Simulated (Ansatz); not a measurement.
# C2H9FInP: a ladder of functionals and wavefunction methods

The task here is to estimate one member of a computed series from the others.

Method: functionals in def2-TZVPP, the program's frozen cores in correlated methods; program: Ansatz 0.2.0, Gaussian basis.

Plan: LDA (SPW92), PBE-D4, revPBE-D4, BLYP-D4, r2SCAN-D4, B97M-V, PBE0-D4, B3LYP-D4, r2SCANh-D4, r2SCAN0-D4, HSE06-D4, BHLYP-D4, CAM-B3LYP-D4, LC-ωPBE, ωB97X-V, ωB97M-V, B2PLYP, PBE-QIDH; CCSD(T)/def2-SVP; CCSD(T)/def2-TZVPP; MP2/def2-QZVPP; extrapolation to the limit; RPA on PBE.

## The relaxed structure

All runs share one geometry, relaxed beforehand with PBE0-D4 in a triple-zeta def2 set. In takes the def2 core potential; no spin-orbit term is included.

SMILES `[CH3][In-]([CH3])([F])[PH3+]`, 14 atoms, charge 0, spin multiplicity 1.

Atoms are counted from 1 here; the program's logs count them from 0.

Bond lengths: C1–In2 2.142 Å, C1–H6 1.091 Å, C1–H7 1.090 Å, C1–H8 1.091 Å, In2–C3 2.142 Å, In2–F4 2.018 Å, In2–P5 2.819 Å, C3–H9 1.090 Å, C3–H10 1.091 Å, C3–H11 1.091 Å, P5–H12 1.408 Å, P5–H13 1.408 Å, P5–H14 1.416 Å. Angles: In2–C1–H6 110.6°, In2–C1–H7 108.8°, In2–C1–H8 110.8°, H6–C1–H7 108.9°, H6–C1–H8 108.4°, H7–C1–H8 109.3°, C1–In2–C3 139.4°, C1–In2–F4 108.9°, C1–In2–P5 103.2°, C3–In2–F4 108.9°, C3–In2–P5 103.3°, F4–In2–P5 69.9°, In2–C3–H9 108.7°, In2–C3–H10 110.6°, In2–C3–H11 110.8°, H9–C3–H10 108.9°, H9–C3–H11 109.3°, H10–C3–H11 108.4° and more.

The first run:

File in.yaml:

```yaml
crystal:
  periodic: [false, false, false]
  atoms:
    - {symbol: C, position_ang: [-1.867914, 1.325253, -0.546558]}
    - {symbol: In, position_ang: [-0.013603, 0.641363, 0.278170]}
    - {symbol: C, position_ang: [0.853598, 0.207010, 2.187527]}
    - {symbol: F, position_ang: [1.466471, 1.015589, -1.042026]}
    - {symbol: P, position_ang: [0.549015, -1.673556, -1.228963]}
    - {symbol: H, position_ang: [-2.170942, 2.265014, -0.082691]}
    - {symbol: H, position_ang: [-1.737538, 1.485332, -1.616994]}
    - {symbol: H, position_ang: [-2.658807, 0.591233, -0.385077]}
    - {symbol: H, position_ang: [1.915720, 0.002406, 2.051486]}
    - {symbol: H, position_ang: [0.740189, 1.055950, 2.863212]}
    - {symbol: H, position_ang: [0.374352, -0.661142, 2.642567]}
    - {symbol: H, position_ang: [1.931587, -1.929580, -1.151334]}
    - {symbol: H, position_ang: [0.491142, -1.337666, -2.595316]}
    - {symbol: H, position_ang: [0.113730, -3.016306, -1.345204]}
basis:
  gaussian: {orbitals: def2-TZVPP}
hamiltonian: {xc: lda}
output: {orbitals: {seedname: orbitals}}
```

Launch:

```console
$ ansatz run in.yaml --threads 8 --pin off --events-out ev --progress --plain --max-ram 20889MiB
```

Steps of the session up to this table: LDA; PBE-D4 (GGA); revPBE-D4 (GGA); BLYP-D4 (GGA); r2SCAN-D4 (meta-GGA); B97M-V (meta-GGA); PBE0-D4 (hybrid); B3LYP-D4 (hybrid); r2SCANh-D4 (hybrid); r2SCAN0-D4 (hybrid); HSE06-D4 (hybrid); BHLYP-D4 (hybrid); CAM-B3LYP-D4 (range-separated); LC-ωPBE (range-separated); ωB97X-V (range-separated); ωB97M-V (range-separated); B2PLYP (double hybrid); PBE-QIDH (double hybrid).

One table of the session follows, with a row left open; its other results are not shown here.

It belongs to the step «Frontier levels by functional». 

```
  functional  HOMO (eV)  gap (eV)
 LDA (SPW92)      -6.29      5.26
      PBE-D4      -6.10      5.28
   revPBE-D4      -6.02      5.30
     BLYP-D4      -5.97      5.19
   r2SCAN-D4      -6.33      5.82
      B97M-V      -6.39      5.64
     PBE0-D4      -7.31      7.24
    B3LYP-D4      -7.10      6.75
  r2SCANh-D4          ?         ?
  r2SCAN0-D4      -7.47      7.64
    HSE06-D4      -6.91      6.49
    BHLYP-D4      -8.38      8.93
CAM-B3LYP-D4      -8.62      9.32
     LC-ωPBE      -9.95     11.71
     ωB97X-V      -9.58     11.19
     ωB97M-V      -9.50     10.64
```

Estimate the missing values for r2SCANh-D4.

Worked estimate for «HOMO (eV)». Against the share of exact exchange, r2SCAN-D4 (0, -6.33), r2SCAN0-D4 (0.25, -7.47) give a slope of -4.56 per unit share; at 0.1 the line stands at -6.79.

The run gave: HOMO (eV): -6.79; gap (eV): 6.59. In «HOMO (eV)» the line misses by 0.00.
